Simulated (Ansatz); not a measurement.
# ClH5O2Si2: one species, many methods

The task here is to estimate one member of a computed series from the others.

Method: functionals in def2-TZVPP, the program's frozen cores in correlated methods; program: Ansatz 0.2.0, Gaussian basis.

The runs, in order: PBE-D4, r2SCAN-D4, PBE0-D4, B3LYP-D4, ωB97X-V, ωB97M-V, B2PLYP; CCSD(T)/def2-TZVPP; MP2/def2-QZVPP; extrapolation to the limit.

### The relaxed structure

The geometry comes from an earlier relaxation with PBE0-D4 in a triple-zeta def2 set; it is a stationary point, not always the lowest conformer.

SMILES `O[SiH2][SiH](O)Cl`, 10 atoms, charge 0, spin multiplicity 1.

Atoms are counted from 1 here; the program's logs count them from 0.

Bond lengths: O1–Si2 1.650 Å, O1–H6 0.960 Å, Si2–Si3 2.348 Å, Si2–H7 1.491 Å, Si2–H8 1.483 Å, Si3–O4 1.649 Å, Si3–Cl5 2.066 Å, Si3–H9 1.486 Å, O4–H10 0.959 Å. Angles: Si2–O1–H6 115.5°, O1–Si2–Si3 106.6°, O1–Si2–H7 111.9°, O1–Si2–H8 108.2°, Si3–Si2–H7 109.2°, Si3–Si2–H8 112.4°, H7–Si2–H8 108.5°, Si2–Si3–O4 101.2°, Si2–Si3–Cl5 111.9°, Si2–Si3–H9 117.8°, O4–Si3–Cl5 110.1°, O4–Si3–H9 111.1°, Cl5–Si3–H9 104.7°, Si3–O4–H10 118.9°.

Set-up of the first run:

Input file in.yaml:

```yaml
crystal:
  periodic: [false, false, false]
  atoms:
    - {symbol: O, position_ang: [-0.929999, 0.870571, 1.737407]}
    - {symbol: Si, position_ang: [-0.447356, 1.332241, 0.228873]}
    - {symbol: Si, position_ang: [0.341065, -0.602399, -0.843764]}
    - {symbol: O, position_ang: [0.842375, -1.502224, 0.443518]}
    - {symbol: Cl, position_ang: [-1.163358, -1.590796, -1.857020]}
    - {symbol: H, position_ang: [-0.481115, 0.102539, 2.098664]}
    - {symbol: H, position_ang: [0.645972, 2.344953, 0.279813]}
    - {symbol: H, position_ang: [-1.611182, 1.930954, -0.468054]}
    - {symbol: H, position_ang: [1.430219, -0.446273, -1.842924]}
    - {symbol: H, position_ang: [1.198581, -2.379165, 0.286487]}
basis:
  gaussian: {orbitals: def2-TZVPP}
hamiltonian: {xc: pbe, dispersion: d4}
output: {forces: true, orbitals: {seedname: orbitals}}
```

Among the steps run: PBE-D4 (GGA); r2SCAN-D4 (meta-GGA); PBE0-D4 (hybrid); B3LYP-D4 (hybrid); ωB97X-V (range-separated); ωB97M-V (range-separated); B2PLYP (double hybrid); CCSD(T) in def2-TZVPP; MP2 in def2-QZVPP.

One of the session's tables, all rows but one given; the rest of the session is left out.

| method | atomisation energy (eV) |
| --- | --- |
| PBE-D4 | 35.957 |
| r2SCAN-D4 | 35.875 |
| PBE0-D4 | 35.361 |
| B3LYP-D4 | 35.570 |
| ωB97X-V | 36.028 |
| ωB97M-V | 35.918 |
| B2PLYP | 35.258 |
| HF/def2-TZVPP | 25.861 |
| MP2/def2-TZVPP | 35.560 |
| CCSD/def2-TZVPP | 34.309 |
| CCSD(T)/def2-TZVPP | 34.829 |
| MP2/CBS | 36.762 |
| CCSD(T)/CBS | ? |

Q: Estimate the row for CCSD(T)/CBS from the others.

As computed: atomisation energy (eV): 36.031. In the column «atomisation energy (eV)» it lies between ωB97X-V (36.028) and MP2/CBS (36.762).

To keep in mind: Free atoms (2 O, 2 Si, 1 Cl, 5 H) were run apart at each level; the atomisation energy is their sum less the molecule, without zero-point or spin-orbit terms.
